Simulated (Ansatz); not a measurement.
# Sn: the cost of one run

Program: Ansatz 0.2.0, driven from Python. Level of theory: DFT PBEsol, plane waves, PAW. These are calculated values, not measurements.

## Step 1: The structure

It takes space group I4/mmm (No. 139, tetragonal). Conventional cell: a = 3.182 Å, b = 3.182 Å, c = 5.831 Å, α = 90.00°, β = 90.00°, γ = 90.00°. Sn (site symmetry 4/mmm) has 4 Sn at 3.18 Å as nearest neighbours.

The script holds or builds the structure itself.

## Step 2: The script

Contents of smear_sn.py:

```python
# -*- coding: utf-8 -*-
"""How the energy of Sn depends on the smearing."""

import argparse

import ansatz as az

parser = argparse.ArgumentParser(description="How the energy of Sn depends on the smearing.")
parser.add_argument("--kgrid", type=int, nargs=3, required=True, help="k-point sampling")
args = parser.parse_args()


def main():
    lattice = az.Lattice.of(
        (-1.59075, 1.59075, 2.91565),
        (1.59075, -1.59075, 2.91565),
        (1.59075, 1.59075, -2.91565),
    )
    sites = [
        ("Sn", (0.0, 0.0, 0.0)),
    ]
    sn = az.Crystal(lattice=lattice)
    for symbol, position in sites:
        sn = sn.atom(symbol, position)

    setup = sn.calculation().kpoints(*args.kgrid).pseudopotentials("paw").functional(az.Functional.PBESOL)

    rows = []
    for value in [0.5, 0.3, 0.2, 0.1]:
        data = setup.occupations("fermi_dirac", width=value).run(threads=1, backend="cpu").report
        rows.append((value, data["free_energy_ev"] / len(data["lattice"]["sites"]), data["n_iterations"], data["n_kpoints"]))

    print("  width (eV)   F/atom (eV)    iterations      k-points")
    for row in rows:
        print(f"{str(row[0]):>12s}  {row[1]:12.5f}  {row[2]:12d}  {row[3]:12d}")

    # differences from the last row
    for row in rows[:-1]:
        shift = 1000 * (row[1] - rows[-1][1])
        print(f"{row[0]}: {shift:+.2f} meV/atom" + ("  (within 5 meV)" if abs(shift) < 5 else ""))


if __name__ == "__main__":
    main()
```

## Step 3: What the engine is handed

The package turns the script's settings into the engine's input (first run):

```yaml
crystal:
  lattice:
    - [-1.59075, 1.59075, 2.91565]
    - [1.59075, -1.59075, 2.91565]
    - [1.59075, 1.59075, -2.91565]
  atoms:
    - { symbol: Sn, position: [0.0, 0.0, 0.0] }
kpoints:
  mp_grid:
    grid: [12, 12, 12]
hamiltonian:
  xc: pbesol
  pseudopotentials:
    kind: paw
scf:
  occupations:
    method: fermi_dirac
    width: 0.5
```

## Step 4: The run

On the command line:

```sh
> python smear_sn.py --kgrid 12 12 12
```

What time and memory should one allow on 1 thread of Arm Neoverse V1, shared host?

About 11 s, with a peak of 0.38 GiB.
